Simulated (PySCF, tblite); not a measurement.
**C4H7BO: geometry, infrared bands, NMR shifts and spin-spin couplings**

What infrared bands, NMR shifts and spin-spin couplings should C4H7BO (`BOC1=CCC1`) show?

Programs: tblite 0.8.0 and PySCF 2.14.0, with density-fitted response routines of our own. Each step states its level of theory. These are calculated values for one molecule in the gas phase, unless marked as measured. Atoms count from 0, in the outputs and in this text.

## 1. Starting geometry

13 atoms, charge 0, multiplicity 1; geometry from: force field or distance geometry start.

Bonds of the start (Å): B0–O1 1.50, O1–C2 1.38, C2–C3 1.41, C3–C4 1.50, C4–C5 1.42, C5–C2 1.50, B0–H6 1.18, B0–H7 1.18, C3–H8 1.07, C4–H9 1.12, C4–H10 1.11, C5–H11 1.11, C5–H12 1.13.

## 2. Relaxing the molecule with GFN2-xTB

The job: settings as JSON, then the geometry in Å.

```
{"job": {"kind": "relax", "xc": "GFN2-xTB", "basis": "xTB"}, "charge": 0, "multiplicity": 1}
B      2.581100    -0.358400     0.086600
O      1.566500     0.510400    -0.603000
C      0.215000     0.369500    -0.350200
C     -0.925600     1.028700    -0.840800
C     -1.804800     0.162200     0.019000
C     -0.647600    -0.506200     0.504000
H      2.233000    -1.181600     0.854700
H      3.728100    -0.207500    -0.138300
H     -1.093600     1.821800    -1.533800
H     -2.466700    -0.488300    -0.600100
H     -2.342100     0.753800     0.784900
H     -0.584800    -1.575800     0.199700
H     -0.462700    -0.328200     1.599500
```

The run is started by

```bash
OMP_NUM_THREADS=1 python probes_run.py task.json out
```

This one command runs all jobs of the session in turn.

What it wrote:

```text
step      E/eV     max force
  0    -473.25730    5.055
  1    -473.84977    1.944
  2    -473.99231    1.049
  3    -474.06766    1.006
  4    -474.12162    0.624
  5    -474.16292    0.489
  6    -474.18908    0.450
  7    -474.20835    0.300
  8    -474.21915    0.266
  9    -474.22493    0.191
 10    -474.22801    0.189
 11    -474.23006    0.119
 12    -474.23133    0.093
 13    -474.23202    0.052
 14    -474.23249    0.063
 15    -474.23293    0.065
 16    -474.23339    0.064
 17    -474.23385    0.053
 18    -474.23422    0.056
 19    -474.23445    0.036
 20    -474.23461    0.039
 21    -474.23477    0.043
 22    -474.23499    0.054
 23    -474.23527    0.056
 24    -474.23555    0.051
 25    -474.23581    0.042
 26    -474.23605    0.050
 27    -474.23628    0.048
 28    -474.23643    0.029
 29    -474.23650    0.016
 30    -474.23653    0.015
 31    -474.23655    0.013
 32    -474.23656    0.009
```

Run time: 0.22 s. Hardware: 1 thread of Arm Neoverse N1, shared host.

Step by step:

| step | energy from step 0 (eV) | largest force (eV/Å) |
| --- | --- | --- |
| 0 | 0.0000 | 5.0553 |
| 1 | -0.5925 | 1.9441 |
| 2 | -0.7350 | 1.0492 |
| 3 | -0.8104 | 1.0058 |
| 4 | -0.8643 | 0.6243 |
| 5 | -0.9056 | 0.4894 |
| 6 | -0.9318 | 0.4501 |
| 7 | -0.9511 | 0.2997 |
| 8 | -0.9619 | 0.2657 |
| 9 | -0.9676 | 0.1912 |
| 10 | -0.9707 | 0.1893 |
| 11 | -0.9728 | 0.1195 |
| 12 | -0.9740 | 0.0932 |
| 13 | -0.9747 | 0.0516 |
| 14 | -0.9752 | 0.0627 |
| 15 | -0.9756 | 0.0647 |
| 16 | -0.9761 | 0.0635 |
| 17 | -0.9766 | 0.0532 |
| 18 | -0.9769 | 0.0562 |
| 19 | -0.9771 | 0.0359 |
| 20 | -0.9773 | 0.0393 |
| 21 | -0.9775 | 0.0425 |
| 22 | -0.9777 | 0.0539 |
| 23 | -0.9780 | 0.0558 |
| 24 | -0.9783 | 0.0513 |
| 25 | -0.9785 | 0.0422 |
| 26 | -0.9787 | 0.0503 |
| 27 | -0.9790 | 0.0481 |
| 28 | -0.9791 | 0.0285 |
| 29 | -0.9792 | 0.0163 |
| 30 | -0.9792 | 0.0149 |
| 31 | -0.9793 | 0.0135 |
| 32 | -0.9793 | 0.0091 |

Close pairs (by a distance rule), those that changed most:

| bond | before (Å) | after (Å) | change (Å) |
| --- | --- | --- | --- |
| B0–O1 | 1.503 | 1.332 | -0.171 |
| C4–C5 | 1.422 | 1.551 | +0.129 |
| C2–C3 | 1.406 | 1.335 | -0.071 |
| C5–H12 | 1.125 | 1.088 | -0.037 |
| O1–C2 | 1.382 | 1.346 | -0.036 |
| C4–H9 | 1.116 | 1.089 | -0.027 |
| C5–H11 | 1.114 | 1.088 | -0.026 |
| C4–H10 | 1.107 | 1.089 | -0.018 |

The end geometry stands in the next job.

## 3. Vibrational analysis with GFN2-xTB

The job: settings as JSON, then the geometry in Å.

```
{"job": {"kind": "ir", "xc": "GFN2-xTB", "basis": "xTB"}, "charge": 0, "multiplicity": 1}
B      2.486704    -0.310311     0.055462
O      1.552624     0.437624    -0.529562
C      0.225875     0.340444    -0.325448
C     -0.821041     1.001000    -0.824260
C     -1.818154     0.205082    -0.023429
C     -0.602029    -0.563331     0.556349
H      2.227654    -1.157226     0.834182
H      3.588647    -0.067103    -0.259043
H     -0.943505     1.800495    -1.529334
H     -2.502842    -0.403169    -0.611944
H     -2.385426     0.778213     0.707912
H     -0.564872    -1.621341     0.305002
H     -0.448022    -0.439892     1.626385
```

What it wrote:

```text
mode    cm-1     km/mol
  1      85.7      0.15
  2     213.7      0.85
  3     218.2      0.16
  4     350.8      0.17
  5     475.0      1.66
  6     534.7      0.31
  7     632.5      1.80
  8     737.1     23.92
  9     842.1      0.78
 10     877.2    132.74
 11     933.9     12.35
 12     967.6     24.02
 13     990.9      4.40
 14     999.0      0.29
 15    1021.9     28.69
 16    1048.4      0.01
 17    1125.4      0.10
 18    1148.5     15.43
 19    1173.4      2.92
 20    1197.3      8.97
 21    1223.8     22.96
 22    1268.2     53.54
 23    1327.7    360.51
 24    1448.6      1.17
 25    1466.4      2.21
 26    1693.1     54.59
 27    2554.2    155.98
 28    2640.0    172.74
 29    2984.8      7.09
 30    3005.1     45.68
 31    3006.4     54.01
 32    3012.6     30.63
 33    3142.9     32.80
```

It took 0.41 s on 1 thread of Arm Neoverse N1, shared host.

The strongest bands and the atoms that carry them (share of the mass-weighted mode):

| cm⁻¹ | km/mol | atoms |
| --- | --- | --- |
| 877 | 132.7 | H6 37 %, H7 34 %, B0 27 % |
| 1268 | 53.5 | C2 27 %, B0 14 %, C5 13 % |
| 1328 | 360.5 | O1 36 %, B0 32 %, C2 17 % |
| 1693 | 54.6 | C2 58 %, C3 37 % |
| 2554 | 156.0 | H6 91 % |
| 2640 | 172.7 | H7 90 % |
| 3005 | 45.7 | H10 48 %, H9 47 % |
| 3006 | 54.0 | H11 35 %, H12 35 %, H9 11 % |

## 4. NMR shieldings: PBE0/pcSseg-1

Same as in step 3 but for these lines:

```diff
@@ -1,2 +1,2 @@
-{"job": {"kind": "ir", "xc": "GFN2-xTB", "basis": "xTB"}, "charge": 0, "multiplicity": 1}
+{"job": {"kind": "nmr", "xc": "PBE0", "basis": "pcSseg-1"}, "charge": 0, "multiplicity": 1}
 B      2.486704    -0.310311     0.055462
```

With the program's defaults for keys left out, this is: GIAO PBE0/pcSseg-1 NMR shielding, non-relativistic, gas phase.

What it wrote:

```text
coarse grid: 10856 points
cycle   1  E = -256.2395400274  dE =  9.218e-01  |g| = 5.266e-01  |ddm| = 3.241e+00
cycle   2  E = -256.1946159568  dE =  4.492e-02  |g| = 7.267e-01  |ddm| = 9.101e-01
cycle   3  E = -256.2940187565  dE = -9.940e-02  |g| = 8.078e-02  |ddm| = 5.660e-01
cycle   4  E = -256.2951723424  dE = -1.154e-03  |g| = 3.118e-02  |ddm| = 6.945e-02
cycle   5  E = -256.2953774705  dE = -2.051e-04  |g| = 8.048e-03  |ddm| = 2.748e-02
cycle   6  E = -256.2953904228  dE = -1.295e-05  |g| = 4.239e-03  |ddm| = 1.095e-02
cycle   7  E = -256.2953947474  dE = -4.325e-06  |g| = 7.421e-04  |ddm| = 3.906e-03
final grid: 104856 points
cycle   8  E = -256.3414571955  dE = -3.298e-05  |g| = 9.621e-03  |ddm| = 2.862e-02
cycle   9  E = -256.3414369516  dE =  2.024e-05  |g| = 1.436e-02  |ddm| = 1.509e-02
cycle  10  E = -256.3414759475  dE = -3.900e-05  |g| = 1.370e-03  |ddm| = 9.250e-03
cycle  11  E = -256.3414763672  dE = -4.197e-07  |g| = 3.345e-04  |ddm| = 1.548e-03
cycle  12  E = -256.3414763898  dE = -2.262e-08  |g| = 1.198e-04  |ddm| = 3.271e-04
cycle  13  E = -256.3414763929  dE = -3.072e-09  |g| = 3.777e-05  |ddm| = 1.161e-04
cycle  14  E = -256.3414763932  dE = -3.582e-10  |g| = 8.275e-06  |ddm| = 3.993e-05
converged SCF energy = -256.3414763932

GIAO shielding tensors (ppm)
atom      isotropic    diamagn.    paramagn.     s11        s22        s33       span
  0 B       56.902     194.338    -137.436      9.388     52.525    108.793     99.405
  1 O       54.369     393.078    -338.708   -114.464    -46.310    323.882    438.346
  2 C       28.669     253.309    -224.640    -70.262     60.390     95.878    166.140
  3 C       68.884     253.037    -184.154    -14.722     87.619    133.755    148.478
  4 C      166.193     251.551     -85.359    146.727    166.236    185.614     38.887
  5 C      152.806     251.551     -98.745    142.509    153.173    162.737     20.228
  6 H       26.410      31.066      -4.656     24.605     26.033     28.591      3.986
  7 H       26.661      29.757      -3.095     25.995     26.810     27.178      1.183
  8 H       26.405      31.842      -5.436     24.275     24.868     30.072      5.798
  9 H       29.537      29.424       0.113     25.939     27.060     35.613      9.673
 10 H       29.536      29.426       0.111     25.939     27.060     35.611      9.672
 11 H       28.852      30.570      -1.718     25.356     27.131     34.069      8.713
 12 H       28.854      30.571      -1.717     25.356     27.132     34.074      8.718
```

Run time: 25 s. Hardware: 1 thread of Arm Neoverse N1, shared host; peak memory 0.64 GiB.

Shifts follow as δ = σ(reference) − σ, with reference shieldings (ppm) from runs at the same level and on the same kind of geometry: ¹H TMS 31.72, ¹³C TMS 186.9, ¹⁷O H2O 336.1, ¹¹B BF3·OEt2 100.1. The references are single molecules in the gas phase, so shifts against H2O, NH3, PH3, H3PO4 or CFCl3 are not on the usual liquid scales and can be off by tens of ppm. Atoms listed in one row are averaged.

| atoms | environment | σ (ppm) | δ (ppm) | δ scaled to CDCl3 |
| --- | --- | --- | --- | --- |
| C2 | alkene carbon bearing oxygen | 28.7 | 158.3 | 152.5 |
| C3 | β carbon of an enol-ether or enamine type C=C | 68.9 | 118.0 | 113.3 |
| C5 | allylic sp3 CH2 | 152.8 | 34.1 | 31.4 |
| C4 | allylic sp3 CH2 | 166.2 | 20.7 | 18.3 |
| H8 | hydrogen on a β carbon of an enol-ether or enamine type C=C | 26.41 | 5.31 | 5.11 |
| H6, H7 | hydrogen on a boron bonded to O | 26.54 | 5.18 | – |
| H11, H12 | hydrogen on an allylic sp3 CH2 | 28.85 | 2.86 | 2.81 |
| H9, H10 | hydrogen on an allylic sp3 CH2 | 29.54 | 2.18 | 2.16 |
| B0 | boron bonded to O, 2 H | 56.9 | 43.2 | – |
| O1 | oxygen bonded to C, B | 54.4 | 281.7 | – |

The scaled column applies a straight-line fit of computed shieldings to shifts measured in CDCl3 (root-mean-square error 0.16 ppm for H, 1.9 ppm for C).

Charges from the same density, by scheme (e):

| atoms | Mulliken | IAO | Hirshfeld | ESP fit |
| --- | --- | --- | --- | --- |
| B0 | 0.28 | 0.15 | 0.17 | 0.55 |
| O1 | -0.42 | -0.30 | -0.13 | -0.44 |
| C2 | 0.16 | 0.18 | 0.08 | 0.42 |
| C3 | -0.16 | -0.20 | -0.07 | -0.34 |
| C4 | -0.17 | -0.25 | -0.07 | -0.07 |
| C5 | -0.20 | -0.29 | -0.07 | -0.34 |

Mayer bond orders: B0–O1 1.24, O1–C2 0.93, C2–C3 1.75, C3–C4 1.04, C4–C5 1.04, C5–C2 1.06.

Ring of atoms C2, C3, C4, C5: NICS(0) -5.9, NICS(1) -2.7, NICS(1)zz -1.9 ppm (means of both faces).

## 5. Spin-spin couplings: B3LYP/pcJ-1

Same as in step 4 but for these lines:

```diff
@@ -1,2 +1,2 @@
-{"job": {"kind": "nmr", "xc": "PBE0", "basis": "pcSseg-1"}, "charge": 0, "multiplicity": 1}
+{"job": {"kind": "j", "xc": "B3LYP", "basis": "pcJ-1"}, "charge": 0, "multiplicity": 1}
 B      2.486704    -0.310311     0.055462
```

With the program's defaults for keys left out, this is: B3LYP/pcJ-1 indirect spin-spin coupling, non-relativistic, gas phase.

What it wrote:

```text
coarse grid: 10856 points
cycle   1  E = -256.5669677985  dE =  8.417e-01  |g| = 6.139e-01  |ddm| = 3.070e+00
cycle   2  E = -256.4795742378  dE =  8.739e-02  |g| = 9.202e-01  |ddm| = 1.147e+00
cycle   3  E = -256.6371244858  dE = -1.576e-01  |g| = 1.113e-01  |ddm| = 7.555e-01
cycle   4  E = -256.6391635823  dE = -2.039e-03  |g| = 4.849e-02  |ddm| = 9.515e-02
cycle   5  E = -256.6396339202  dE = -4.703e-04  |g| = 1.348e-02  |ddm| = 4.095e-02
cycle   6  E = -256.6396725794  dE = -3.866e-05  |g| = 6.328e-03  |ddm| = 1.667e-02
cycle   7  E = -256.6396820699  dE = -9.491e-06  |g| = 1.110e-03  |ddm| = 5.361e-03
final grid: 104856 points
cycle   8  E = -256.6976281496  dE = -1.349e-04  |g| = 5.919e-03  |ddm| = 1.963e-02
cycle   9  E = -256.6976227674  dE =  5.382e-06  |g| = 7.480e-03  |ddm| = 9.885e-03
cycle  10  E = -256.6976355666  dE = -1.280e-05  |g| = 9.041e-04  |ddm| = 5.785e-03
cycle  11  E = -256.6976356186  dE = -5.199e-08  |g| = 7.340e-04  |ddm| = 1.183e-03
cycle  12  E = -256.6976357135  dE = -9.485e-08  |g| = 8.641e-05  |ddm| = 5.450e-04
cycle  13  E = -256.6976357149  dE = -1.399e-09  |g| = 3.978e-05  |ddm| = 8.240e-05
cycle  14  E = -256.6976357152  dE = -3.594e-10  |g| = 1.055e-05  |ddm| = 3.922e-05
converged SCF energy = -256.6976357152

Indirect spin-spin couplings (Hz)
  i      j    bonds     total        FC       PSO       DSO        SD
  0 B    1 O    1     -7.093   -13.937     7.321    -0.094    -0.383
  0 B    2 C    2     -1.428    -1.031    -0.067    -0.117    -0.214
  0 B    3 C    3      5.114     4.051     0.614    -0.153     0.603
  0 B    5 C    3      3.493     3.572    -0.053    -0.010    -0.016
  0 B    6 H    1    142.447   142.531    -1.353     0.773     0.496
  0 B    7 H    1    151.317   151.319    -1.238     0.712     0.524
  0 B    8 H    4     -0.420    -0.486     0.557    -0.519     0.029
  0 B    9 H    5      0.308     0.358     0.338    -0.373    -0.014
  0 B   10 H    5      0.308     0.358     0.338    -0.374    -0.014
  0 B   11 H    4     -0.273    -0.175    -0.048    -0.018    -0.032
  0 B   12 H    4     -0.274    -0.177    -0.048    -0.018    -0.032
  1 O    2 C    1     26.485    23.059     3.576    -0.149         -
  1 O    3 C    2     -6.670    -8.364     1.663     0.030         -
  1 O    4 C    3     -5.106    -5.380     0.221     0.054         -
  1 O    5 C    2      2.173     1.672     0.476     0.025         -
  1 O    6 H    2      1.940     0.773     0.995     0.172         -
  1 O    7 H    2    -20.976   -22.108     1.035     0.097         -
  1 O    8 H    3      0.906     0.493     0.319     0.094         -
  1 O    9 H    4     -1.115    -1.247    -0.069     0.202         -
  1 O   10 H    4     -1.105    -1.237    -0.069     0.202         -
  1 O   11 H    3      0.123     0.106    -0.096     0.113         -
  1 O   12 H    3      0.123     0.106    -0.096     0.113         -
  2 C    3 C    1     76.974    85.807    -9.109     0.276         -
  2 C    4 C    2     -2.840    -2.966     0.068     0.059         -
  2 C    5 C    1     36.082    36.933    -1.131     0.280         -
  2 C    6 H    3      8.598     8.702    -0.152     0.048         -
  2 C    7 H    3     12.230    12.333     0.367    -0.469         -
  2 C    8 H    2     -1.569    -0.265    -0.814    -0.490         -
  2 C    9 H    3     10.107    10.299     0.142    -0.335         -
  2 C   10 H    3     10.083    10.276     0.142    -0.335         -
  2 C   11 H    2     -8.223    -8.355     0.182    -0.051         -
  2 C   12 H    2     -8.214    -8.345     0.182    -0.051         -
  3 C    4 C    1     35.519    36.156    -0.844     0.207         -
  3 C    5 C    2     -1.746    -1.704    -0.053     0.011         -
  3 C    6 H    4     -0.475    -0.519     0.360    -0.317         -
  3 C    7 H    4     -0.460    -0.487     0.347    -0.320         -
  3 C    8 H    1    179.297   178.506    -0.045     0.837         -
  3 C    9 H    2     -6.159    -6.225     0.281    -0.215         -
  3 C   10 H    2     -6.166    -6.233     0.281    -0.215         -
  3 C   11 H    3      6.786     6.958     0.269    -0.442         -
  3 C   12 H    3      6.793     6.965     0.270    -0.442         -
  4 C    5 C    1     28.016    26.744     1.068     0.203         -
  4 C    6 H    5      0.425     0.450     0.170    -0.194         -
  4 C    8 H    2      4.213     4.310     0.358    -0.455         -
  4 C    9 H    1    146.152   144.634     0.708     0.810         -
  4 C   10 H    1    146.158   144.641     0.708     0.810         -
  4 C   11 H    2     -3.558    -3.760     0.415    -0.213         -
  4 C   12 H    2     -3.554    -3.756     0.415    -0.213         -
  5 C    7 H    4     -0.264    -0.232     0.227    -0.259         -
  5 C    8 H    3     12.000    12.067     0.566    -0.633         -
  5 C    9 H    2     -3.090    -3.261     0.380    -0.209         -
  5 C   10 H    2     -3.094    -3.265     0.380    -0.209         -
  5 C   11 H    1    143.910   142.368     0.674     0.868         -
  5 C   12 H    1    143.927   142.386     0.673     0.868         -
  6 H    7 H    2     18.274    18.321     2.028    -2.075         -
  6 H    9 H    6     -0.458    -0.392     0.724    -0.790         -
  6 H   10 H    6     -0.458    -0.392     0.725    -0.791         -
  6 H   11 H    5      0.390     0.360    -0.923     0.954         -
  6 H   12 H    5      0.388     0.358    -0.920     0.951         -
  7 H    8 H    5      0.222     0.304     0.856    -0.938         -
  7 H    9 H    6     -0.550    -0.471     0.916    -0.995         -
  7 H   10 H    6     -0.551    -0.472     0.916    -0.995         -
  8 H    9 H    3      1.733     1.835     1.314    -1.415         -
  8 H   10 H    3      1.734     1.836     1.314    -1.416         -
  8 H   11 H    4     -0.862    -0.727     2.050    -2.185         -
  8 H   12 H    4     -0.854    -0.719     2.051    -2.186         -
  9 H   10 H    2    -13.498   -13.624     2.685    -2.559         -
  9 H   11 H    3      5.463     5.526    -0.089     0.026         -
  9 H   12 H    3      2.084     2.184     2.213    -2.313         -
 10 H   11 H    3      2.089     2.189     2.215    -2.314         -
 10 H   12 H    3      5.463     5.525    -0.088     0.026         -
 11 H   12 H    2    -14.609   -14.769     2.558    -2.398         -
```

Run time: 59 s. Hardware: 1 thread of Arm Neoverse N1, shared host; peak memory 0.91 GiB.

Couplings of 1 Hz or more, nine at most for each number of bonds, with means over like pairs (isotopes 11B, 13C, 1H, 17O):

| pair | bonds | J (Hz) | Fermi contact (Hz) | dihedral (°) |
| --- | --- | --- | --- | --- |
| C3–H8 | 1 | 179.3 | 178.5 | – |
| B0–H6 | 1 | 146.9 | 146.9 | – |
| C4–H9 | 1 | 146.2 | 144.6 | – |
| C5–H11 | 1 | 143.9 | 142.4 | – |
| C2–C3 | 1 | 77.0 | 85.8 | – |
| C2–C5 | 1 | 36.1 | 36.9 | – |
| C3–C4 | 1 | 35.5 | 36.2 | – |
| C4–C5 | 1 | 28.0 | 26.7 | – |
| O1–C2 | 1 | 26.5 | 23.1 | – |
| H6–H7 | 2 | 18.3 | 18.3 | – |
| H11–H12 | 2 | -14.6 | -14.8 | – |
| H9–H10 | 2 | -13.5 | -13.6 | – |
| O1–H6 | 2 | -9.5 | -10.7 | – |
| C2–H11 | 2 | -8.2 | -8.4 | – |
| O1–C3 | 2 | -6.7 | -8.4 | – |
| C3–H9 | 2 | -6.2 | -6.2 | – |
| C4–H8 | 2 | 4.2 | 4.3 | – |
| C4–H11 | 2 | -3.6 | -3.8 | – |
| C5–H8 | 3 | 12.0 | 12.1 | – |
| C2–H6 | 3 | 10.4 | 10.5 | – |
| C2–H9 | 3 | 10.1 | 10.3 | – |
| C3–H11 | 3 | 6.8 | 7.0 | – |
| H9–H11 | 3 | 5.5 | 5.5 | 0 |
| B0–C3 | 3 | 5.1 | 4.1 | -180 |
| O1–C4 | 3 | -5.1 | -5.4 | – |
| B0–C5 | 3 | 3.5 | 3.6 | 0 |
| H9–H12 | 3 | 2.1 | 2.2 | -128 |
| O1–H9 | 4 | -1.1 | -1.2 | – |

Where two rows join the same classes of atoms, they are the two kinds of pair (J and J′ of an AA′XX′ pattern), each a mean over its own pairs alone.

The spin-dipole term was solved for some atoms only; pairs without it lack that part.

The response was solved for the nuclei of B, C, H alone, so couplings that need other nuclei can be missing.

Quadrupole couplings from the field gradients of the same density:

| atom | isotope | eQq/h (MHz) | η |
| --- | --- | --- | --- |
| O1 | 17O | -7.885 | 0.67 |
| B0 | 11B | 4.305 | 0.43 |

Shifts (PBE0/pcSseg-1, scaled to CDCl3 for protons on carbon, raw for the others) and these couplings together give the proton spectrum at 600 MHz below. H–H couplings in it are scaled by factors fitted to measured ones, so they differ from the table. Couplings to quadrupolar nuclei are left out.

¹H NMR δ 5.18 (br, 2H), 5.11 (t, J = 1.6 Hz, 1H), 2.81 (m, 2H), 2.16 (m, 2H).

## 6. Outcome

```
                                                              quantity                         value
                             strongest single infrared mode (GFN2-xTB)         1328 cm⁻¹, 361 km/mol
                                          zero-point energy (GFN2-xTB)                 63.4 kcal/mol
                                ¹³C shifts against TMS (PBE0/pcSseg-1)  158.3, 118.0, 34.1, 20.7 ppm
¹H shifts against TMS (PBE0/pcSseg-1, means over atoms taken as alike)    5.31, 5.18, 2.86, 2.18 ppm
                           ¹¹B shifts against BF3·OEt2 (PBE0/pcSseg-1)                      43.2 ppm
                                ¹⁷O shifts against H2O (PBE0/pcSseg-1)                     281.7 ppm
                           largest coupling of the table (B3LYP/pcJ-1)       ¹J(C,H) C3–H8, 179.3 Hz
```

**Reading.** Over 32 steps the energy fell by 0.979 eV; of the close pairs, B0–O1 changed most, 1.503 to 1.332 Å. All 33 modes are real, so the xTB geometry is a minimum. The strongest single mode, at 1328 cm⁻¹, is carried by O1, B0, C2. GFN2-xTB is a fitted tight-binding method: band positions and strengths are rough. Its intensities can rank the bands wrongly. The most deshielded carbon is C2 (alkene carbon bearing oxygen), at 158.3 ppm: an sp2 carbon further deshielded by the attached heteroatom. H8 (hydrogen on a β carbon of an enol-ether or enamine type C=C) lies farthest downfield among hydrogen, at 5.31 ppm; attached to an sp2 carbon and in the plane of the double bond. At PBE0/pcSseg-1: Shielding is most anisotropic at O1 (span 438 ppm, paramagnetic term -339 ppm). Of the pairs tabulated at B3LYP/pcJ-1, C3–H8 couples most strongly (179.3 Hz; Fermi contact 178.5 Hz). Couplings across rotatable bonds belong to this one conformer; where others are populated, the observed values are averages.
